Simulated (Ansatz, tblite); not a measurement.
**BiH2(SMe) (CH₅BiS): one state, many levels**

The task here is to estimate one member of a computed series from the others.

Computed with Ansatz 0.2.0, Gaussian basis. Level: as each input shows.

Plan: GFN1-xTB, GFN2-xTB, PBE-D4/def2-TZVP, r2SCAN-D4/def2-TZVP, LDA/def2-TZVP, BLYP-D4/def2-TZVP, revPBE-D4/def2-TZVP, HF/def2-TZVP, HSE06-D4/def2-TZVP, B97M-V/def2-TZVP, B3LYP-D4/def2-TZVP, PBE-D4/def2-SVP, PBE0-D4/def2-SVP, PBE0-D4/def2-TZVPD, PBE-D4/def2-TZVPD, r2SCAN-D4/def2-TZVPD, CCSD(T)/def2-TZVPP, MP2/def2-TZVP, RPA/def2-TZVP.

**The relaxed structure**

The geometry is that of the singlet, from an earlier relaxation (r2SCAN-D4/def2-TZVP).

8 atoms, charge 0, spin multiplicity 1.

Bond lengths: Bi1–H2 1.797 Å, Bi1–H3 1.794 Å, Bi1–S4 2.526 Å, S4–C5 1.824 Å, C5–H6 1.090 Å, C5–H7 1.091 Å, C5–H8 1.090 Å. Angles: H2–Bi1–H3 89.2°, H2–Bi1–S4 94.6°, H3–Bi1–S4 93.5°, Bi1–S4–C5 98.9°, S4–C5–H6 111.9°, S4–C5–H7 106.0°, S4–C5–H8 111.9°, H6–C5–H7 108.4°, H6–C5–H8 110.0°, H7–C5–H8 108.4°.

Bi takes a core potential in the def2 sets. No spin-orbit coupling is included.

PBE0-D4/def2-TZVP was run before; its log isn't repeated, and its numbers join the tables.

Set-up of the first run:

Tight binding, by tblite at 300 K electronic temperature and without a spin-polarisation term:

```python
tblite.interface.Calculator('GFN1-xTB', numbers, positions, charge=0, uhf=0).singlepoint()
```

Tight binding, by tblite at 300 K electronic temperature and without a spin-polarisation term:

```python
tblite.interface.Calculator('GFN2-xTB', numbers, positions, charge=0, uhf=0).singlepoint()
```

start.molden holds the orbitals of an earlier run on this state, given as this run's starting guess.

Contents of in.yaml:

```yaml
crystal:
  periodic: [false, false, false]
  atoms:
    - {symbol: Bi, position_ang: [0.832374, 1.653642, 0.244584]}
    - {symbol: H, position_ang: [2.333037, 1.659934, -0.743054]}
    - {symbol: H, position_ang: [0.144485, 2.905420, -0.840667]}
    - {symbol: S, position_ang: [-0.238303, -0.251606, -1.022359]}
    - {symbol: C, position_ang: [-0.689121, -1.313516, 0.390105]}
    - {symbol: H, position_ang: [0.189118, -1.654793, 0.938683]}
    - {symbol: H, position_ang: [-1.189681, -2.184346, -0.035657]}
    - {symbol: H, position_ang: [-1.381908, -0.814734, 1.068355]}
basis:
  gaussian: {orbitals: def2-TZVP, initial_orbitals: start.molden}
hamiltonian: {xc: pbe, dispersion: d4}
scf: {omitted_lower_state_checks: [starts]}
output: {forces: true, orbitals: {seedname: orbitals}}
```

Launch:

```sh
> ansatz run in.yaml --threads 4 --pin off --events-out ev --progress --plain --max-ram 3916MiB
```

Steps of the session up to this table: PBE-D4/def2-TZVP; r2SCAN-D4/def2-TZVP; LDA/def2-TZVP; BLYP-D4/def2-TZVP; revPBE-D4/def2-TZVP; HF/def2-TZVP; HSE06-D4/def2-TZVP; B97M-V/def2-TZVP; B3LYP-D4/def2-TZVP; PBE-D4/def2-SVP; PBE0-D4/def2-SVP; PBE0-D4/def2-TZVPD; PBE-D4/def2-TZVPD; r2SCAN-D4/def2-TZVPD; CCSD(T)/def2-TZVPP; MP2/def2-TZVP; RPA/def2-TZVP.

One table of the session follows, with a row left open; its other results are not shown here.

It belongs to the step «Levels side by side». 

```
               level  HOMO (eV)  gap (eV)
        HF/def2-TZVP          ?         ?
       LDA/def2-TZVP      -5.42      3.25
     PBE-D4/def2-SVP      -5.13      3.37
    PBE-D4/def2-TZVP      -5.32      3.38
   PBE-D4/def2-TZVPD      -5.37      3.36
 revPBE-D4/def2-TZVP      -5.27      3.42
   BLYP-D4/def2-TZVP      -5.17      3.31
 r2SCAN-D4/def2-TZVP      -5.56      3.84
r2SCAN-D4/def2-TZVPD      -5.60      3.83
    B97M-V/def2-TZVP      -5.64      3.86
  B3LYP-D4/def2-TZVP      -6.28      4.84
    PBE0-D4/def2-SVP      -6.38      5.34
   PBE0-D4/def2-TZVP      -6.51      5.30
  PBE0-D4/def2-TZVPD      -6.55      5.26
  HSE06-D4/def2-TZVP      -6.12      4.54
```

Q: Estimate the row for HF/def2-TZVP from the others.

The run gave: HOMO (eV): -9.27; gap (eV): 10.85. In the column «HOMO (eV)» it is the lowest.
